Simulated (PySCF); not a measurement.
**CH4ClFNNb (SMILES [CH3][Nb](=[NH])([F])[Cl]): levels of theory compared**

Wanted: a comparison of 6 runs (HF/STO-3G, HF/3-21G, HF/def2-SVP, HF/def2-TZVP, PBE/def2-TZVP, CCSD(T)/STO-3G) of CH4ClFNNb. 

Program for the calculation: PySCF 2.14.0.

1 further run of the same task is left out (set aside as unsound or not needed).

### 1 The molecule

CH4ClFNNb: 9 atoms, total charge 0, spin state singlet. SMILES: `[CH3][Nb](=[NH])([F])[Cl]`. The shape is that of a PBE0-D4/def2-TZVP optimisation.

Bond lengths: C1–Nb2 2.134 Å, Nb2–N3 1.732 Å, Nb2–F4 1.869 Å, Nb2–Cl5 2.301 Å, C1–H6 1.094 Å, C1–H7 1.096 Å, C1–H8 1.094 Å, N3–H9 1.009 Å. Some angles: C1–Nb2–N3 102.1°, C1–Nb2–F4 108.5°, C1–Nb2–Cl5 108.4°, N3–Nb2–F4 109.9°, N3–Nb2–Cl5 109.9°, F4–Nb2–Cl5 117.0°, Nb2–C1–H6 110.8°, Nb2–C1–H7 109.1°, Nb2–C1–H8 110.3°, Nb2–N3–H9 174.6°.

### 2 Energy and forces at HF/STO-3G (run 1)

The input, job.py:

```python
from pyscf import gto

mol = gto.M(
    atom=[
    ('C', (-1.253900, -0.107500, -0.474500)),
    ('Nb', (0.850700, 0.083900, -0.179200)),
    ('N', (1.007200, -0.208200, 1.521000)),
    ('F', (1.708700, -1.270500, -1.139100)),
    ('Cl', (1.457100, 2.251100, -0.660400)),
    ('H', (-1.597100, -1.105200, -0.186200)),
    ('H', (-1.485400, 0.063500, -1.532400)),
    ('H', (-1.790700, 0.624800, 0.135200)),
    ('H', (1.191900, -0.377900, 2.498600)),
],
    charge=0,
    max_memory=1860,
    basis='sto-3g',
    verbose=4,
)

calc0 = mol.RHF()
calc0.conv_tol = 1e-10
calc0.kernel()
if not calc0.converged:
    calc0 = calc0.newton().run(calc0.mo_coeff, calc0.mo_occ)

e_tot = calc0.e_tot
print('E(%s) = %.9f' % ('HF', e_tot))
grad = calc0.nuc_grad_method().kernel()
calc0.analyze()
```

Launch:

```sh
$ OMP_NUM_THREADS=1 python job.py
```

The program printed:

```text
PySCF version 2.14.0

[... 88 lines left out ...]
DFT Exchange-Correlation Energy =     -166.465941829209896
[... 12 lines left out ...]
MO #11  energy= -14.0931287045722  occ= 2
[... 10 lines left out ...]
MO #22  energy= -7.75822562038224  occ= 2
[... 10 lines left out ...]
MO #33  energy= -0.519956790885335 occ= 2
[... 10 lines left out ...]
MO #44  energy= 0.198820109999123  occ= 0
[... 10 lines left out ...]
MO #55  energy= 0.865566144269976  occ= 0
[... 67 lines left out ...]
Dipole moment(X, Y, Z, Debye): -0.47275, -2.16516,  0.68008
```

It took 16 s on 1 thread of Intel Xeon at 2.50GHz (Skylake/Cascade Lake), shared host; peak memory 0.13 GiB.

### 3 Energy and forces at HF/3-21G (run 2)

The input, run.py:

```python
import pyscf.grad
from pyscf import gto

system = gto.M(
    atom='''
C     -1.253900    -0.107500    -0.474500
Nb     0.850700     0.083900    -0.179200
N      1.007200    -0.208200     1.521000
F      1.708700    -1.270500    -1.139100
Cl     1.457100     2.251100    -0.660400
H     -1.597100    -1.105200    -0.186200
H     -1.485400     0.063500    -1.532400
H     -1.790700     0.624800     0.135200
H      1.191900    -0.377900     2.498600
''',
    spin=0,
    max_memory=1860,
    basis='3-21g',
    charge=0,
    verbose=4,
)

mf = system.RHF()
mf.conv_tol = 1e-10
mf.kernel()
if not mf.converged:
    mf = mf.newton().run(mf.mo_coeff, mf.mo_occ)

energy = mf.e_tot
print('E = %.10f Eh' % energy)
grad = mf.Gradients().kernel()
mf.analyze()
```

Launch:

```sh
$ OMP_NUM_THREADS=1 python run.py
```

The program printed:

```text
PySCF version 2.14.0

[... 98 lines left out ...]
MO #4   energy= -88.7088130287227  occ= 2
[... 15 lines left out ...]
MO #20  energy= -7.95075292435987  occ= 2
[... 15 lines left out ...]
MO #36  energy= -0.572772817040323 occ= 2
[... 15 lines left out ...]
MO #52  energy= 0.275015514021982  occ= 0
[... 15 lines left out ...]
MO #68  energy= 1.06991596015977   occ= 0
[... 15 lines left out ...]
MO #84  energy= 3.84048652996298   occ= 0
[... 96 lines left out ...]
Dipole moment(X, Y, Z, Debye): -1.74417, -1.66452,  1.84733
```

Run time: 16 s. Hardware: 1 thread of Intel Xeon at 2.50GHz (Skylake/Cascade Lake), shared host; peak memory 0.17 GiB.

### 4 Energy and gradient at HF/def2-SVP (core potential) (run 3)

The input, job.py:

```python
# [CH3][Nb](=[NH])([F])[Cl]
import pyscf.grad
from pyscf import gto, scf

mol = gto.Mole()
mol.atom = '''
C   -1.253900  -0.107500  -0.474500
Nb   0.850700   0.083900  -0.179200
N    1.007200  -0.208200   1.521000
F    1.708700  -1.270500  -1.139100
Cl   1.457100   2.251100  -0.660400
H   -1.597100  -1.105200  -0.186200
H   -1.485400   0.063500  -1.532400
H   -1.790700   0.624800   0.135200
H    1.191900  -0.377900   2.498600
'''
mol.ecp = {'Nb': 'def2-svp'}
mol.spin = 0
mol.basis = 'def2-svp'
mol.verbose = 4
mol.max_memory = 1860
mol.build()

mf = scf.RHF(mol)
mf.conv_tol = 1e-10
mf.kernel()
if not mf.converged:
    mf = mf.newton().run(mf.mo_coeff, mf.mo_occ)

energy = mf.e_tot
print('E(%s) = %.9f' % ('HF', energy))
grad = mf.Gradients().kernel()
mf.analyze()
```

Launch:

```sh
$ OMP_NUM_THREADS=1 python job.py
```

The program printed:

```text
PySCF version 2.14.0

[... 103 lines left out ...]
MO #11  energy= -1.8225929120439   occ= 2
[... 19 lines left out ...]
MO #31  energy= 0.0765309821125113 occ= 0
[... 19 lines left out ...]
MO #51  energy= 0.721855568536733  occ= 0
[... 19 lines left out ...]
MO #71  energy= 1.29464763119469   occ= 0
[... 19 lines left out ...]
MO #91  energy= 2.18972116790805   occ= 0
[... 19 lines left out ...]
MO #111 energy= 36.7534419466292   occ= 0
[... 123 lines left out ...]
Dipole moment(X, Y, Z, Debye): -1.36793, -0.41427,  0.95210
```

Wall time 38 s (1 thread of Intel Xeon at 2.50GHz (Skylake/Cascade Lake), shared host); peak memory 0.27 GiB.

Runs 4 to 5 aren't shown in full; the table further down has their settings and results.

### 5 The energy at CCSD(T)/STO-3G (run 6)

The input, job.py:

```python
from pyscf import gto, cc

system = gto.M(
    atom=[
    ('C', (-1.253900, -0.107500, -0.474500)),
    ('Nb', (0.850700, 0.083900, -0.179200)),
    ('N', (1.007200, -0.208200, 1.521000)),
    ('F', (1.708700, -1.270500, -1.139100)),
    ('Cl', (1.457100, 2.251100, -0.660400)),
    ('H', (-1.597100, -1.105200, -0.186200)),
    ('H', (-1.485400, 0.063500, -1.532400)),
    ('H', (-1.790700, 0.624800, 0.135200)),
    ('H', (1.191900, -0.377900, 2.498600)),
],
    basis='sto-3g',
    verbose=4,
    max_memory=1860,
)

mf = system.RHF()
mf.conv_tol = 1e-10
mf.kernel()
if not mf.converged:
    mf = mf.newton().run(mf.mo_coeff, mf.mo_occ)

mycc = cc.CCSD(mf, frozen=22)
mycc.kernel()
e_t = mycc.ccsd_t()
e_tot = mycc.e_tot + e_t
print('E = %.10f Eh' % e_tot)
mf.analyze()
```

Launch:

```sh
$ OMP_NUM_THREADS=1 python job.py
```

The program printed:

```text
PySCF version 2.14.0

[... 107 lines left out ...]
DFT Exchange-Correlation Energy =     -166.465941829209896
[... 12 lines left out ...]
MO #11  energy= -14.0931287045722  occ= 2
[... 10 lines left out ...]
MO #22  energy= -7.75822562038224  occ= 2
[... 10 lines left out ...]
MO #33  energy= -0.519956790885335 occ= 2
[... 10 lines left out ...]
MO #44  energy= 0.198820109999123  occ= 0
[... 10 lines left out ...]
MO #55  energy= 0.865566144269976  occ= 0
[... 67 lines left out ...]
Dipole moment(X, Y, Z, Debye): -0.47275, -2.16516,  0.68008
```

Wall time 6 s (1 thread of Intel Xeon at 2.50GHz (Skylake/Cascade Lake), shared host); peak memory 0.14 GiB.

### 6 Overview of the runs

| run | level | core potential | integration grid | energy (Eh) | dipole moment (D) of the reference | HOMO energy (eV) | LUMO energy (eV) | wall time |
| --- | --- | --- | --- | --- | --- | --- | --- | --- |
| 1 | HF/STO-3G | – | – | -4362.313189 | 2.32 | -8.96 | 4.85 | 16 s |
| 2 | HF/3-21G | – | – | -4386.100958 | 3.04 | -11.56 | 1.03 | 16 s |
| 3 | HF/def2-SVP (core potential) | def2-svp | – | -709.784262 | 1.72 | -11.50 | 1.67 | 38 s |
| 4 | HF/def2-TZVP (core potential) | def2-svp | – | -710.191207 | 1.62 | -11.45 | 1.62 | 3 min |
| 5 | PBE/def2-TZVP (core potential) | def2-svp | 5 | -712.186727 | 1.51 | -7.04 | -3.01 | 5 min |
| 6 | CCSD(T)/STO-3G | – | – | -4362.685732 | 2.32 | -8.96 | 4.85 | 6 s |

### 7 Results

```
                                           quantity           value
                                run 6: total energy  -4362.68573 Eh
        run 6: dipole moment (Hartree–Fock density)          2.32 D
         run 6: HOMO energy (Hartree–Fock orbitals)        -8.96 eV
         run 6: LUMO energy (Hartree–Fock orbitals)         4.85 eV
       run 6: HOMO–LUMO gap (Hartree–Fock orbitals)        13.81 eV
run 6: correlation energy (22 core orbitals frozen)      -372.5 mEh
                              run 6: (T) correction      -24.75 mEh
                               run 6: T1 diagnostic           0.020
```

Over runs 1, 2, 3, 4, 5 the dipole moment (its size) runs from 1.51 D (PBE/def2-TZVP) to 3.04 D (HF/3-21G). The two ends differ in method and basis and core potential. Over runs 1, 2, 3, 4, 5 the HOMO–LUMO gap runs from 4.03 eV (PBE/def2-TZVP) to 13.81 eV (HF/STO-3G). Some runs of one species differ in core potentials or relativity; totals across that change don't compare. In runs 1, 6 the basis is minimal, so the values are rough. In runs 1, 2, 6 relativity is left out where basis or elements ask for it. All runs together took 9.3 min, the longest 5 min.
